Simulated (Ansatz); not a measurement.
**C3H7FOSi: one species, many methods**

An exercise on one series of results from a longer session: the logs are not shown, and one member is left open.

Program: Ansatz 0.2.0, Gaussian basis. Level of theory: functionals in def2-TZVPP, the program's frozen cores in correlated methods. These are calculated values, not measurements.

The runs, in order: PBE-D4, r2SCAN-D4, PBE0-D4, B3LYP-D4, ωB97X-V, ωB97M-V, B2PLYP; CCSD(T)/def2-TZVPP; MP2/def2-QZVPP; extrapolation to the limit.

## The relaxed structure

The geometry comes from an earlier relaxation with PBE0-D4 in a triple-zeta def2 set; it is a stationary point, not always the lowest conformer.

SMILES `FC1([SiH3])COC1`, 13 atoms, charge 0, spin multiplicity 1.

Atoms are counted from 1 here; the program's logs count them from 0.

Bond lengths: F1–C2 1.389 Å, C2–Si3 1.897 Å, C2–C4 1.532 Å, C2–C6 1.532 Å, Si3–H7 1.486 Å, Si3–H8 1.485 Å, Si3–H9 1.485 Å, C4–O5 1.432 Å, C4–H10 1.097 Å, C4–H11 1.094 Å, O5–C6 1.432 Å, C6–H12 1.097 Å, C6–H13 1.094 Å. Angles: F1–C2–Si3 109.0°, F1–C2–C4 113.8°, F1–C2–C6 113.8°, Si3–C2–C4 117.3°, Si3–C2–C6 117.3°, C4–C2–C6 83.9°, C2–Si3–H7 107.7°, C2–Si3–H8 109.5°, C2–Si3–H9 109.4°, H7–Si3–H8 110.0°, H7–Si3–H9 110.0°, H8–Si3–H9 110.3°, C2–C4–O5 91.4°, C2–C4–H10 111.5°, C2–C4–H11 118.4°, O5–C4–H10 112.6°, O5–C4–H11 112.1°, H10–C4–H11 109.8° and more.

Set-up of the first run:

File in.yaml:

```yaml
crystal:
  periodic: [false, false, false]
  atoms:
    - {symbol: F, position_ang: [-1.864539, 0.001147, -0.261465]}
    - {symbol: C, position_ang: [-0.485759, 0.024252, -0.097661]}
    - {symbol: Si, position_ang: [-0.013358, -1.140618, 1.323077]}
    - {symbol: C, position_ang: [0.295233, -0.111581, -1.408291]}
    - {symbol: O, position_ang: [0.996597, 1.111373, -1.157423]}
    - {symbol: C, position_ang: [0.111446, 1.434630, -0.079249]}
    - {symbol: H, position_ang: [1.464141, -1.093669, 1.472590]}
    - {symbol: H, position_ang: [-0.445712, -2.522219, 0.994133]}
    - {symbol: H, position_ang: [-0.664267, -0.681404, 2.575832]}
    - {symbol: H, position_ang: [-0.367757, -0.045587, -2.279365]}
    - {symbol: H, position_ang: [0.975565, -0.960462, -1.523564]}
    - {symbol: H, position_ang: [-0.633449, 2.189668, -0.358050]}
    - {symbol: H, position_ang: [0.652258, 1.759572, 0.814437]}
basis:
  gaussian: {orbitals: def2-TZVPP}
hamiltonian: {xc: pbe, dispersion: d4}
output: {forces: true, orbitals: {seedname: orbitals}}
```

Launch:

```console
ansatz run in.yaml --threads 2 --pin off --events-out ev --progress --plain --max-ram 22528MiB --backend cuda --devices 0, --max-vram 18GiB
```

Steps of the session up to this table: PBE-D4 (GGA); r2SCAN-D4 (meta-GGA); PBE0-D4 (hybrid); B3LYP-D4 (hybrid); ωB97X-V (range-separated); ωB97M-V (range-separated); B2PLYP (double hybrid); CCSD(T) in def2-TZVPP; MP2 in def2-QZVPP.

One of the session's tables, all rows but one given; the rest of the session is left out.

| method | atomisation energy (kJ/mol) |
| --- | --- |
| PBE-D4 | 4983.5 |
| r2SCAN-D4 | 4877.5 |
| PBE0-D4 | 4883.3 |
| B3LYP-D4 | 4854.1 |
| ωB97X-V | 4894.6 |
| ωB97M-V | 4884.1 |
| B2PLYP | ? |
| HF/def2-TZVPP | 3486.4 |
| MP2/def2-TZVPP | 4824.9 |
| CCSD/def2-TZVPP | 4660.8 |
| CCSD(T)/def2-TZVPP | 4737.5 |
| MP2/CBS | 4950.5 |
| CCSD(T)/CBS | 4863.2 |

**Question.** Estimate the row for B2PLYP.

**Answer.** atomisation energy (kJ/mol): 4803.3. In the column «atomisation energy (kJ/mol)» it lies between CCSD(T)/def2-TZVPP (4737.5) and MP2/def2-TZVPP (4824.9).

To keep in mind: Free atoms (1 F, 3 C, 1 Si, 1 O, 7 H) were run apart at each level; the atomisation energy is their sum less the molecule, without zero-point or spin-orbit terms.
